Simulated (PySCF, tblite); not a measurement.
# C4H4Cl2F radical: geometry, infrared bands and EPR parameters

Wanted: the infrared bands and EPR parameters of C4H4Cl2F radical (`F[C@]1(Cl)C[C]1CCl`), by calculation.

Computed with tblite 0.8.0 and PySCF 2.14.0, with density-fitted response routines of our own, on a single molecule in the gas phase. Atoms count from 0, in the outputs and in this text.

## (1) The molecule as given

11 atoms, charge 0, multiplicity 2; geometry from: force field or distance geometry start.

Bonds of the start (Å): F0–C1 1.41, C1–Cl2 1.77, C1–C3 1.49, C3–C4 1.52, C4–C5 1.51, C5–Cl6 1.78, C4–C1 1.52, C3–H7 1.10, C3–H8 1.11, C5–H9 1.11, C5–H10 1.11.

## (2) Geometry optimisation with GFN2-xTB

What the job is given:

```
{"job": {"kind": "relax", "xc": "GFN2-xTB", "basis": "xTB"}, "charge": 0, "multiplicity": 2}
F     -0.194100    -1.506300     1.108000
C     -0.908800    -0.364300     0.683100
Cl    -2.136800     0.301500     1.767300
C     -1.040800    -0.159300    -0.790500
C     -0.090700     0.717100     0.003100
C      1.371600     0.365200    -0.122700
Cl     2.306700     1.525200     0.858900
H     -1.983900     0.265700    -1.159400
H     -0.566800    -0.853800    -1.514500
H      1.733700     0.357800    -1.169000
H      1.515300    -0.645800     0.309800
```

Run with:

```bash
> OMP_NUM_THREADS=1 python probes_run.py task.json out
```

This one command runs all jobs of the session in turn.

**Question.** This job is followed by: GFN2-xTB harmonic vibrations, gas phase; UKS B3LYP, pcH-1 on C Cl F H, non-relativistic, mean-field spin-orbit, GIAO. Predict these results of the whole session: strongest single infrared mode (GFN2-xTB); zero-point energy (GFN2-xTB); g(iso) (B3LYP); ⟨S²⟩; largest a(iso); potential on the surface of density 0.002 e/bohr³, 1st and 99th percentile.

**Answer**, as computed:

| quantity | value |
| --- | --- |
| strongest single infrared mode (GFN2-xTB) | 1183 cm⁻¹, 98 km/mol |
| zero-point energy (GFN2-xTB) | 42.0 kcal/mol |
| g(iso) (B3LYP) | 2.00590 |
| ⟨S²⟩ | 0.755 (exact 0.75) |
| largest a(iso) | 13C on C4, 177.1 MHz |
| potential on the surface of density 0.002 e/bohr³, 1st and 99th percentile | -0.76 V and 1.32 V |

What this shows: The optimisation took 84 steps and gained 0.785 eV; among the close pairs (by a distance rule), C4–C5 changed most, from 1.509 to 1.438 Å. All 27 modes are real, so the xTB geometry is a minimum. The strongest single mode, at 1183 cm⁻¹, is carried by C1, H10, C4. GFN2-xTB is a fitted tight-binding method: band positions and strengths are rough. Its intensities can rank the bands wrongly. C4 carries the largest spin population, 0.85 e. The isotropic g lies 3.6 ppt above the free-electron value. These values are for one conformer; the search (at its own cheap level) found 2 more, at 1.03, 3.33 kcal/mol, and measured spectra average over such forms.
